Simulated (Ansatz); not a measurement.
# CH7BGaNSe: how energies converge with the basis set

The task here is to estimate one member of a computed series from the others.

Computed with Ansatz 0.2.0, Gaussian basis. Level: one geometry, several basis sets.

Plan: PBE0-D4/def2-SVP; ωB97M-V/def2-SVP; PBE0-D4/def2-QZVPP; ωB97M-V/def2-QZVPP; the functionals' def2-TZVPP values are taken from earlier runs.

## Structure used throughout

All runs share one geometry, relaxed beforehand with PBE0-D4 in a triple-zeta def2 set.

SMILES `C[Se][B](N)[GaH2]`, 12 atoms, charge 0, spin multiplicity 1.

Atoms are counted from 1 here; the program's logs count them from 0.

Bond lengths: C1–Se2 1.950 Å, C1–H6 1.087 Å, C1–H7 1.087 Å, C1–H8 1.089 Å, Se2–B3 1.950 Å, B3–N4 1.398 Å, B3–Ga5 2.102 Å, N4–H9 1.006 Å, N4–H10 1.009 Å, Ga5–H11 1.576 Å, Ga5–H12 1.587 Å. Angles: Se2–C1–H6 110.5°, Se2–C1–H7 110.5°, Se2–C1–H8 106.3°, H6–C1–H7 110.3°, H6–C1–H8 109.6°, H7–C1–H8 109.6°, C1–Se2–B3 102.0°, Se2–B3–N4 117.4°, Se2–B3–Ga5 125.6°, N4–B3–Ga5 117.0°, B3–N4–H9 122.2°, B3–N4–H10 124.5°, H9–N4–H10 113.3°, B3–Ga5–H11 126.7°, B3–Ga5–H12 117.9°, H11–Ga5–H12 115.4°.

The first run:

in.yaml

```yaml
crystal:
  periodic: [false, false, false]
  atoms:
    - {symbol: C, position_ang: [-1.734221, -0.852318, 1.139512]}
    - {symbol: Se, position_ang: [-0.055298, -0.110687, 1.797017]}
    - {symbol: B, position_ang: [0.846972, 0.383449, 0.140273]}
    - {symbol: N, position_ang: [2.114363, 0.962647, 0.247443]}
    - {symbol: Ga, position_ang: [0.077821, 0.120122, -1.798523]}
    - {symbol: H, position_ang: [-2.292637, -0.099492, 0.588932]}
    - {symbol: H, position_ang: [-1.546639, -1.718691, 0.510261]}
    - {symbol: H, position_ang: [-2.300044, -1.155701, 2.018721]}
    - {symbol: H, position_ang: [2.644260, 1.244770, -0.559578]}
    - {symbol: H, position_ang: [2.589776, 1.140715, 1.118876]}
    - {symbol: H, position_ang: [-1.317441, -0.504458, -2.181692]}
    - {symbol: H, position_ang: [0.973088, 0.589656, -3.021241]}
basis:
  gaussian: {orbitals: def2-SVP}
hamiltonian: {xc: pbe0, dispersion: d4}
output: {orbitals: {seedname: orbitals}}
```

Run with:

```console
> ansatz run in.yaml --threads 2 --pin off --events-out ev --progress --plain --max-ram 22528MiB --backend cpu
```

Steps of the session up to this table: PBE0-D4 in def2-SVP; ωB97M-V in def2-SVP; PBE0-D4 in def2-QZVPP; ωB97M-V in def2-QZVPP.

One of the session's tables, all rows but one given; the rest of the session is left out.

It belongs to the step «Density functionals: the series». 

| functional | basis | HOMO (eV) | LUMO (eV) |
| --- | --- | --- | --- |
| PBE0-D4 | def2-SVP | ? | ? |
| PBE0-D4 | def2-TZVPP | -6.43 | -2.01 |
| PBE0-D4 | def2-QZVPP | -6.45 | -2.04 |
| ωB97M-V | def2-SVP | -8.38 | -0.16 |
| ωB97M-V | def2-TZVPP | -8.55 | -0.29 |
| ωB97M-V | def2-QZVPP | -8.57 | -0.39 |

Estimate the missing values for PBE0-D4, def2-SVP.

As computed: HOMO (eV): -6.29; LUMO (eV): -1.91. In the column «HOMO (eV)» it is the highest.
